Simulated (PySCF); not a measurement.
# InB: from the state search to spectroscopic constants

One table from this session's results is given with a row withheld; the runs are named, their logs left out.

Method: In def2-SVP with ECP28, B def2-SVP, scalar-relativistic core potentials; program: PySCF 2.14.0.

Set-up of the first run:

Settings of the job:

- atoms: In, B
- charge: 0
- basis: In def2-SVP with ECP28, B def2-SVP
- Hamiltonian: scalar-relativistic core potentials
- basis functions: 40
- electrons treated: 26
- masses in u: 114.9039, 11.0093
- levels: PBE0, PBE, r²SCAN, BLYP, B97-3, B3LYP, ωB97X, HF, MP2, SCS-MP2, CCSD, CCSD(T)
- grid: 80 radial by 434 angular points
- occupations: held fixed by the projection of orbital angular momentum
- dissociation limit: In + B, each in its ground configuration
- starting distance in angstrom: 2.205
- values of 2S to try: 0, 2

On the command line:

```
$ OMP_NUM_THREADS=1 python dia.py task.json out
```

Among the steps run: Input; First curve: PBE0; Excited determinants; PBE; r²SCAN (meta-GGA); BLYP; B97-3 (global hybrid GGA); B3LYP; ωB97X (range-separated hybrid); UHF; MP2 and coupled cluster.

One of the session's tables, all rows but one given; the rest of the session is left out.

Energy (eV) from each level's lowest point:

```
R (Å)    UHF  UHF-MP2  UHF-SCS-MP2  UHF-CCSD  UHF-CCSD(T)
2.093  0.558    0.486        0.504       n/a          n/a
2.191  0.253    0.208        0.220     0.222        0.222
2.288  0.083    0.058        0.065     0.068        0.069
2.361      ?        ?            ?         ?            ?
2.434  0.000    0.000        0.000     0.000        0.000
2.507  0.012    0.024        0.020     0.017        0.016
2.604  0.063    0.093        0.085     0.074        0.072
2.726  0.166    0.220        0.207     0.183        0.179
2.872  0.315    0.408        0.387     0.343        0.337
3.067  0.514    0.672        0.635       n/a          n/a
```

**Question.** Estimate the row for R (Å) = 2.361.

Worked estimate for «UHF». A straight line through the neighbours (2.288, 0.083) and (2.434, 0.000) gives 0.083 + (0.000 − 0.083) × (2.361 − 2.288) / (2.434 − 2.288) = 0.041; a parabola fitted to 4 rows on both sides gives 0.018.

**Answer.** UHF: 0.020; UHF-MP2: 0.008; UHF-SCS-MP2: 0.012; UHF-CCSD: 0.014; UHF-CCSD(T): 0.015. In «UHF» the line misses by +0.021 and the parabola by -0.002.

Limits of these values: Lowest PBE0 solution found, without spin–orbit coupling: ³Π (triplet), unpaired electrons σ ↑, π ↑. Warnings in the runs' records: inverted.
